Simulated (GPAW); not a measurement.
# GaGe3 (P6_3/mmc) in GPAW: further runs

Aim: see how the results for GaGe3 move with the level of theory and the settings. Levels: PBEsol, LDA. Tasks: band structure.

Everything below comes from runs of GPAW 26.7.0. Logs are shortened: lines on timing, memory, paths and dates and some standing lists are left out, and cuts for length are marked. The log counts tension as positive stress, the text compression.

## (1) Starting point

It takes space group P6_3/mmc (No. 194, hexagonal). The conventional cell has a = 5.985 Å, b = 5.985 Å, c = 5.035 Å, α = 90.00°, β = 90.00°, γ = 120.00°. Ge (site symmetry mm2) has 8 Ge at 2.94 to 3.05 Å and 4 Ga at 2.99 to 3.07 Å as nearest neighbours. Ga (site symmetry -6m2) is surrounded by 12 Ge at 2.99 to 3.07 Å.

The cell comes from a database or a generator and needn't be the stable form of this composition.

## (2) Band structure, PBEsol

Contents of run.py:

```python
from ase import Atoms
from ase.dft.bandgap import bandgap
from ase.io import write
from ase.units import GPa
from gpaw import GPAW, PW, setup_paths

setup_paths.insert(0, '.')

atoms = Atoms(['Ge', 'Ge', 'Ge', 'Ge', 'Ge', 'Ge', 'Ga', 'Ga'],
              cell=[[5.9850359054, 0.0, 0.0],
                    [-2.9925179527, 5.1831931366, 0.0],
                    [0.0, 0.0, 5.034952]],
              scaled_positions=[[0.163561505, 0.32712301, 0.25],
                                [0.163561505, 0.836438495, 0.25],
                                [0.67287699, 0.836438495, 0.25],
                                [0.836438495, 0.67287699, 0.75],
                                [0.836438495, 0.163561505, 0.75],
                                [0.32712301, 0.163561505, 0.75],
                                [0.3333333333, 0.6666666667, 0.75],
                                [0.6666666667, 0.3333333333, 0.25]],
              pbc=True)

calc = GPAW(mode=PW(600),
            xc='PBEsol',
            kpts={'size': (4, 4, 4), 'gamma': True},
            occupations={'name': 'fermi-dirac', 'width': 0.05},
            nbands=31,
            convergence={'density': 1e-05, 'energy': 1e-05},
            maxiter=150,
            txt='gpaw.txt')
atoms.calc = calc
energy = atoms.get_potential_energy()
forces = atoms.get_forces()
stress = atoms.get_stress()
calc.write('gs.gpw')
write('result.traj', atoms)
print(f'Energy: {energy:.6f} eV')
print('Forces (eV/A):')
print(forces.round(4))
print('Stress (GPa):', (stress / GPa).round(3))
print('Fermi level:', round(calc.get_fermi_level(), 4), 'eV')
print(f'Gap: {bandgap(calc)[0]:.4f} eV, direct: {bandgap(calc, direct=True)[0]:.4f} eV')

path = atoms.cell.bandpath('GMKGALHA,LM,KH', npoints=100, eps=1e-4)
bs_calc = calc.fixed_density(kpts=path, symmetry='off', nbands=56,
                             convergence={'bands': 'CBM+6.0', 'eigenstates': 1e-6}, txt='bands.txt')
bs = bs_calc.band_structure()
bs.write('bs.json')
print(f'Gap on the path: {bandgap(bs_calc)[0]:.4f} eV')
```

Potentials or basis: PAW data sets generated in the run's folder for this functional, pw.

Run with:

```sh
gpaw-setup -f PBEsol Ga Ge
OMP_NUM_THREADS=1 python run.py
```

gpaw.txt:

```text
__  _  _
 | _ |_)|_||  |
 |__||  | ||/\| - 26.7.0

Input parameters:
  mode=PW(ecut=600.0),
  convergence={'density': 1e-05, 'energy': 1e-05},
  kpts=MonkhorstPack(size=(4, 4, 4), gamma=True),
  maxiter=150,
  nbands=31,
  occupations=Occupations(name='fermi-dirac', width=0.05),
  xc=XC(name='PBEsol')

Diagonalizing LCAO Hamiltonian
Converting LCAO to pw mode

             Ga     Ge

               Ge     Ge
          Ge     Ge

            Ge     Ga

Atoms  # Å, Bohr magnetons
|   | symbol |         x |        y |        z |    initial magnetic moments |
|---|--------|-----------|----------|----------|-----------------------------|
| 0 |     Ge |  0.000000 | 1.695542 | 1.258738 | ( 0.0000,  0.0000,  0.0000) |
| 1 |     Ge | -1.524136 | 4.335422 | 1.258738 | ( 0.0000,  0.0000,  0.0000) |
| 2 |     Ge |  1.524136 | 4.335422 | 1.258738 | ( 0.0000,  0.0000,  0.0000) |
| 3 |     Ge |  2.992518 | 3.487651 | 3.776214 | ( 0.0000,  0.0000,  0.0000) |
| 4 |     Ge |  4.516654 | 0.847771 | 3.776214 | ( 0.0000,  0.0000,  0.0000) |
| 5 |     Ge |  1.468382 | 0.847771 | 3.776214 | ( 0.0000,  0.0000,  0.0000) |
| 6 |     Ga | -0.000000 | 3.455462 | 3.776214 | ( 0.0000,  0.0000,  0.0000) |
| 7 |     Ga |  2.992518 | 1.727731 | 1.258738 | ( 0.0000,  0.0000,  0.0000) |

Unit cell  # Å
| periodic |         x |        y |        z |  lengths |     angles |
|----------|-----------|----------|----------|----------|------------|
|      yes |  5.985036 | 0.000000 | 0.000000 | 5.985036 |  90.000000 |
|      yes | -2.992518 | 5.183193 | 0.000000 | 5.985036 |  90.000000 |
|      yes |  0.000000 | 0.000000 | 5.034952 | 5.034952 | 120.000000 |

Number of symmetries: 12
Symmetry operations  # r_c * U_cc + t_c -> r_c
|    | kind |            matrix            |
|----|------|------------------------------|
|  0 |  σ   |  1, 1, 0,  0,-1, 0,  0, 0, 1 |
|  1 |  S6  |  1, 1, 0, -1, 0, 0,  0, 0,-1 |
|  2 |  E   |  1, 0, 0,  0, 1, 0,  0, 0, 1 |
|  3 |  C2  |  1, 0, 0, -1,-1, 0,  0, 0,-1 |
|  4 |  C2  |  0, 1, 0,  1, 0, 0,  0, 0,-1 |
|  5 |  C3  |  0, 1, 0, -1,-1, 0,  0, 0, 1 |
|  6 |  S6  |  0,-1, 0,  1, 1, 0,  0, 0,-1 |
|  7 |  σ   |  0,-1, 0, -1, 0, 0,  0, 0, 1 |
|  8 |  σ   | -1, 0, 0,  1, 1, 0,  0, 0, 1 |
|  9 |  i   | -1, 0, 0,  0,-1, 0,  0, 0,-1 |
| 10 |  C3  | -1,-1, 0,  1, 0, 0,  0, 0, 1 |
| 11 |  C2  | -1,-1, 0,  0, 1, 0,  0, 0,-1 |

BZ-sampling:
  Number of BZ points: 64
  Number of IBZ points: 13

  Monkhorst-Pack size: [4, 4, 4]
  Monkhorst-Pack shift: [0.125, 0.125, 0.125]

K-points  # in reciprocal-cell coordinates
|     |                                coordinates |     weight |
|-----|--------------------------------------------|------------|
|   0 | (  0.00000000,   0.00000000,   0.00000000) | 0.01562500 |
|   1 | (  0.00000000,   0.00000000,   0.25000000) | 0.03125000 |
|   2 | (  0.00000000,   0.00000000,   0.50000000) | 0.01562500 |
|   3 | (  0.25000000,   0.00000000,  -0.25000000) | 0.09375000 |
|   4 | (  0.25000000,   0.00000000,   0.00000000) | 0.09375000 |
|   5 | (  0.25000000,   0.00000000,   0.25000000) | 0.09375000 |
|   6 | (  0.25000000,   0.00000000,   0.50000000) | 0.09375000 |
|   7 | (  0.50000000,   0.25000000,   0.00000000) | 0.09375000 |
|   8 | (  0.50000000,   0.25000000,   0.25000000) | 0.18750000 |
|   9 | (  0.50000000,   0.25000000,   0.50000000) | 0.09375000 |
| ... |                                            |            |
|  12 | (  0.50000000,   0.50000000,   0.50000000) | 0.04687500 |

Plane wave coefficients: 5238
Cutoff: 600.0 eV

Spin-components: 1 (collinear spins)
Bands:           31
Projectors:      40
Spin-degeneracy: 2
Datatype:        complex128

Parallelization:
  kpt:    1
  domain: 1
  band:   1

Density:
  Valence electrons: 30.0
  Components: 1
  Grid points: [35 35 30]
  Charge: 0.0  # |e|

Potential:
  Grid points: [35 35 30]

species:
  Ge:
    name:    Germanium
    Z:       32.0
    valence: 4
    core:    28
    charge:  0.0  # [|e|]
    compensation charges:
      type: gauss
      rc: 0.32  # [Å]
      lmax: 2
    cutoffs:
      filter: 1.77  # [Å]
      core: 3.42  # [Å]
    projectors
    | kind |    occ | energy [eV] | rcut [Å] |
    |------|--------|-------------|----------|
    |   4s |  2.000 |     -11.738 |    1.005 |
    |   4p |  2.000 |      -3.898 |    1.005 |
    |    s |        |      15.473 |    1.005 |
    |    p |        |      23.314 |    1.005 |
    |    d |        |       0.000 |    1.005 |

    Using partial waves for Ge as LCAO basis

  Ga:
    name:    Gallium
    Z:       31.0
    valence: 3
    core:    28
    charge:  0.0  # [|e|]
    compensation charges:
      type: gauss
      rc: 0.37  # [Å]
      lmax: 2
    cutoffs:
      filter: 2.06  # [Å]
      core: 4.17  # [Å]
    projectors
    | kind |    occ | energy [eV] | rcut [Å] |
    |------|--------|-------------|----------|
    |   4s |  2.000 |      -8.959 |    1.164 |
    |   4p |  1.000 |      -2.572 |    1.164 |
    |    s |        |      18.252 |    1.164 |
    |    p |        |      24.640 |    1.164 |
    |    d |        |       0.000 |    1.164 |

    Using partial waves for Ga as LCAO basis

Reference energy: -448023.430416  # eV

eigensolver:
  PPCG
  Converge bands: occupied
  niter=2

density mixing:
  MSR1-Mixer
  Pratt-step length: 0.05
  Maximum mixing coefficient: 0.75
  Old densities: 10
  SVD Regularization: 0.005
  Good broyden scale: 1.0
  Trust region scale: 1.0
  Backstep threshold: 4.0
  History deletion threshold: 6.0
  Fourier metric: weight=20.0, sigma=0.015

occupation numbers:
  Fermi-Dirac:
    width: 0.0500  # eV

poisson solver:
  ecut: 4800.0  # eV

xc functional:
  name: PBEsol with 2 nearest neighbor stencil

convergence criteria:
[... 6 lines left out ...]
|iter     | |      energy | eigst |  dens |
|---------|-|-------------|-------|-------|
|iter:   1| |  -34.788631 | -0.65 |       |
|iter:   2| |  -34.777341 | -2.90 | -1.22 |
|iter:   3| |  -34.666305 | -3.32 | -1.24 |
|iter:   4| |  -34.658850 | -4.17 | -1.85 |
|iter:   5| |  -34.658787 | -5.66 | -2.90 |
|iter:   6| |  -34.658768c| -6.50 | -3.36 |
|iter:   7| |  -34.658771c| -7.43c| -3.86 |
|iter:   8| |  -34.658771c| -8.23c| -4.56 |
|iter:   9| |  -34.658771c| -9.08c| -5.14c|

Converged in 9 steps
Energy contributions relative to reference atoms: (reference = -448023.430416)

Energy contributions:
  Kinetic:          41.419191
  Coulomb:         -37.635517
  Zero:             -0.026434
  External:          0.000000
  Xc:              -38.403019
  Entropy:          -0.025983
  Spinorbit:         0.000000
  ----------------------------
  Free energy:     -34.671763
  Extrapolated:    -34.658771

dipole moment: (0.000515, 0.000892, 0.000866)  # |e|*Ang

Fermi level: 6.975
Eigenvalues  # (at kpt = [0.000, 0.000, 0.000])
| band index |      eig [eV] | occ [0-2] |
|------------|---------------|-----------|
|          0 |        -5.511 |     2.000 |
|        ... |               |           |
|          9 |         4.373 |     2.000 |
|         10 |         4.373 |     2.000 |
|         11 |         5.559 |     2.000 |
|         12 |         5.742 |     2.000 |
|         13 |         5.742 |     2.000 |
|         14 |         5.992 |     2.000 |
[... 8 lines left out ...]
|         23 |        10.683 |     0.000 |
|         24 |        13.746 |     0.000 |
|        ... |               |           |
|         30 |        15.565 |     0.000 |

No gap
No difference between direct/indirect transitions

Forces  # eV/Ang
|        x |        y |        z |
|----------|----------|----------|
|  0.00000 |  0.12022 | -0.00000 |  # Ge   0
|  0.10411 | -0.06011 | -0.00000 |  # Ge   1
| -0.10411 | -0.06011 | -0.00000 |  # Ge   2
|  0.00000 | -0.12022 |  0.00000 |  # Ge   3
| -0.10411 |  0.06011 |  0.00000 |  # Ge   4
|  0.10411 |  0.06011 |  0.00000 |  # Ge   5
|  0.00000 |  0.00000 |  0.00000 |  # Ga   6
|  0.00000 | -0.00000 | -0.00000 |  # Ga   7

Stress tensor  # eV/Ang^3
|         x |         y |        z |
|-----------|-----------|----------|
|  0.029245 | -0.000000 | 0.000000 |
| -0.000000 |  0.029245 | 0.000000 |
|  0.000000 |  0.000000 | 0.023883 |

# Writing to gs.gpw (mode='')
```

Run time: 9.4 min. Hardware: 1 thread of Intel Xeon at 2.50GHz (Skylake/Cascade Lake), shared host; peak memory 0.9 GiB.

What came out:

- Free energy: -34.6718 eV
- Pressure: -4.4 GPa
- Largest force: 0.120 eV/Å
- Band gap along the path: none (metal or under the smearing width)

Forces on the atoms (eV/Å):
```
Ge   0.000  0.120  0.000
Ge   0.104 -0.060  0.000
Ge  -0.104 -0.060  0.000
Ge   0.000 -0.120  0.000
Ge  -0.104  0.060  0.000
Ge   0.104  0.060  0.000
Ga   0.000  0.000  0.000
Ga   0.000  0.000  0.000
```

Levels at the corners of the path, in eV from the Fermi level:
```tsv
point	band 10	band 11	band 12	band 13	band 14	band 15	band 16	band 17	band 18	band 19
Γ	-2.60	-2.60	-1.42	-1.23	-1.23	-0.98	-0.81	-0.81	0.53	1.68
M	-3.30	-2.13	-1.77	-1.62	-1.56	-1.28	-0.57	0.45	0.53	1.86
K	-3.30	-2.99	-2.99	-0.18	-0.18	0.27	0.51	0.51	1.02	1.45
Γ	-2.60	-2.60	-1.42	-1.23	-1.23	-0.98	-0.81	-0.81	0.53	1.68
A	-4.49	-4.18	-4.18	-4.18	-4.18	1.23	1.23	4.33	4.33	4.33
L	-1.73	-1.48	-1.48	-0.08	-0.08	0.06	0.06	1.28	1.28	1.77
H	-2.89	-1.88	-1.88	1.12	1.12	1.22	1.22	1.60	1.60	2.16
A	-4.49	-4.18	-4.18	-4.18	-4.18	1.23	1.23	4.33	4.33	4.33
L	-1.73	-1.48	-1.48	-0.08	-0.08	0.06	0.06	1.28	1.28	1.77
M	-3.30	-2.13	-1.77	-1.62	-1.56	-1.28	-0.57	0.45	0.53	1.86
K	-3.30	-2.99	-2.99	-0.18	-0.18	0.27	0.51	0.51	1.02	1.45
H	-2.89	-1.88	-1.88	1.12	1.12	1.22	1.22	1.60	1.60	2.16
```

## (3) Band structure, LDA

run.py: that of step 2 with these lines changed.

```diff
@@ -4,5 +4,3 @@
 from ase.units import GPa
-from gpaw import GPAW, PW, setup_paths
-
-setup_paths.insert(0, '.')
+from gpaw import GPAW, PW
 
@@ -23,3 +21,3 @@
 calc = GPAW(mode=PW(600),
-            xc='PBEsol',
+            xc='LDA',
             kpts={'size': (4, 4, 4), 'gamma': True},
```

Potentials or basis: the program's PAW data sets (release 1.2.1) made for this functional, pw.

Run with:

```sh
OMP_NUM_THREADS=1 python run.py
```

gpaw.txt:

```text
__  _  _
 | _ |_)|_||  |
 |__||  | ||/\| - 26.7.0

Input parameters:
  mode=PW(ecut=600.0),
  convergence={'density': 1e-05, 'energy': 1e-05},
  kpts=MonkhorstPack(size=(4, 4, 4), gamma=True),
  maxiter=150,
  nbands=31,
  occupations=Occupations(name='fermi-dirac', width=0.05),
  xc=XC(name='LDA')

Diagonalizing LCAO Hamiltonian
Converting LCAO to pw mode

             Ga     Ge

               Ge     Ge
          Ge     Ge

            Ge     Ga

Atoms  # Å, Bohr magnetons
|   | symbol |         x |        y |        z |    initial magnetic moments |
|---|--------|-----------|----------|----------|-----------------------------|
| 0 |     Ge |  0.000000 | 1.695542 | 1.258738 | ( 0.0000,  0.0000,  0.0000) |
| 1 |     Ge | -1.524136 | 4.335422 | 1.258738 | ( 0.0000,  0.0000,  0.0000) |
| 2 |     Ge |  1.524136 | 4.335422 | 1.258738 | ( 0.0000,  0.0000,  0.0000) |
| 3 |     Ge |  2.992518 | 3.487651 | 3.776214 | ( 0.0000,  0.0000,  0.0000) |
| 4 |     Ge |  4.516654 | 0.847771 | 3.776214 | ( 0.0000,  0.0000,  0.0000) |
| 5 |     Ge |  1.468382 | 0.847771 | 3.776214 | ( 0.0000,  0.0000,  0.0000) |
[... 181 lines left out ...]
  ----------------------------
  Free energy:     -36.411098
  Extrapolated:    -36.398442

dipole moment: (0.000519, 0.000900, 0.000874)  # |e|*Ang

Fermi level: 6.797
Eigenvalues  # (at kpt = [0.000, 0.000, 0.000])
| band index |      eig [eV] | occ [0-2] |
|------------|---------------|-----------|
|          0 |        -5.704 |     2.000 |
|        ... |               |           |
|          9 |         4.143 |     2.000 |
|         10 |         4.143 |     2.000 |
|         11 |         5.351 |     2.000 |
|         12 |         5.546 |     2.000 |
|         13 |         5.546 |     2.000 |
|         14 |         5.707 |     2.000 |
[... 8 lines left out ...]
|         23 |        10.461 |     0.000 |
|         24 |        13.463 |     0.000 |
|        ... |               |           |
|         30 |        15.282 |     0.000 |

No gap
No difference between direct/indirect transitions

Forces  # eV/Ang
|        x |        y |        z |
|----------|----------|----------|
|  0.00000 |  0.09864 | -0.00000 |  # Ge   0
|  0.08542 | -0.04932 | -0.00000 |  # Ge   1
| -0.08542 | -0.04932 | -0.00000 |  # Ge   2
|  0.00000 | -0.09864 |  0.00000 |  # Ge   3
| -0.08542 |  0.04932 |  0.00000 |  # Ge   4
|  0.08542 |  0.04932 |  0.00000 |  # Ge   5
| -0.00000 |  0.00000 |  0.00000 |  # Ga   6
|  0.00000 | -0.00000 | -0.00000 |  # Ga   7

Stress tensor  # eV/Ang^3
|         x |         y |        z |
|-----------|-----------|----------|
|  0.038675 | -0.000000 | 0.000000 |
| -0.000000 |  0.038675 | 0.000000 |
|  0.000000 |  0.000000 | 0.032141 |

# Writing to gs.gpw (mode='')
```

stdout:

```text
Energy: -36.398442 eV
Forces (eV/A):
[[ 0.      0.0986 -0.    ]
 [ 0.0854 -0.0493 -0.    ]
 [-0.0854 -0.0493 -0.    ]
 [ 0.     -0.0986  0.    ]
 [-0.0854  0.0493  0.    ]
 [ 0.0854  0.0493  0.    ]
 [-0.      0.      0.    ]
 [ 0.     -0.     -0.    ]]
Stress (GPa): [ 6.196  6.196  5.15   0.     0.    -0.   ]
Fermi level: 6.797 eV
Gap: 0.0000 eV, direct: 0.0000 eV
Gap on the path: 0.0000 eV
```

bands.txt:

```text
Diagonalizing LCAO Hamiltonian
Converting LCAO to pw mode
convergence criteria:
- Maximum integral of absolute [eigenst]ate change: 1e-06 eV^2 / valence electron
maximum number of iterations: 150

SCF iterations
|iter     | |      energy | eigst |  dens |
|---------|-|-------------|-------|-------|
|iter:   1| |             | +1.28 |       |
[... 105 lines left out ...]
         [0.33333333, 0.33333333, 0.20833333],
         [0.33333333, 0.33333333, 0.25      ],
         [0.33333333, 0.33333333, 0.29166667],
         [0.33333333, 0.33333333, 0.33333333],
         [0.33333333, 0.33333333, 0.375     ],
         [0.33333333, 0.33333333, 0.41666667],
         [0.33333333, 0.33333333, 0.45833333],
         [0.33333333, 0.33333333, 0.5       ]])),
  maxiter=150,
  nbands=56,
  occupations=Occupations(name='fermi-dirac', width=0.05),
  symmetry=Symmetry(point_group=False, time_reversal=False),
  xc=XC(name='LDA')
```

Run time: 9.3 min. Hardware: 1 thread of Intel Xeon at 2.50GHz (Skylake/Cascade Lake), shared host; peak memory 0.9 GiB.

What came out:

| Quantity | Value |
| --- | --- |
| Free energy | -36.4111 eV |
| Pressure | -5.8 GPa |
| Largest force | 0.099 eV/Å |
| Band gap along the path | none (metal or under the smearing width) |

Forces in eV/Å, atoms in the order of the input:
```
Ge   0.000  0.099  0.000
Ge   0.085 -0.049  0.000
Ge  -0.085 -0.049  0.000
Ge   0.000 -0.099  0.000
Ge  -0.085  0.049  0.000
Ge   0.085  0.049  0.000
Ga   0.000  0.000  0.000
Ga   0.000  0.000  0.000
```

Stress tensor (GPa, compression positive):
```
-6.20  0.00  0.00
 0.00 -6.20  0.00
 0.00  0.00 -5.15
```

Levels at the corners of the path, in eV from the Fermi level:
| point | band 12 | band 13 | band 14 | band 15 | band 16 | band 17 |
| --- | --- | --- | --- | --- | --- | --- |
| Γ | -1.45 | -1.25 | -1.25 | -1.09 | -0.80 | -0.80 |
| M | -1.75 | -1.60 | -1.56 | -1.26 | -0.54 | 0.43 |
| K | -2.95 | -0.21 | -0.21 | 0.25 | 0.47 | 0.47 |
| Γ | -1.45 | -1.25 | -1.25 | -1.09 | -0.80 | -0.80 |
| A | -4.15 | -4.15 | -4.15 | 1.20 | 1.20 | 4.26 |
| L | -1.53 | -0.06 | -0.06 | 0.07 | 0.07 | 1.24 |
| H | -1.85 | 1.05 | 1.05 | 1.16 | 1.16 | 1.53 |
| A | -4.15 | -4.15 | -4.15 | 1.20 | 1.20 | 4.26 |
| L | -1.53 | -0.06 | -0.06 | 0.07 | 0.07 | 1.24 |
| M | -1.75 | -1.60 | -1.56 | -1.26 | -0.54 | 0.43 |
| K | -2.95 | -0.21 | -0.21 | 0.25 | 0.47 | 0.47 |
| H | -1.85 | 1.05 | 1.05 | 1.16 | 1.16 | 1.53 |
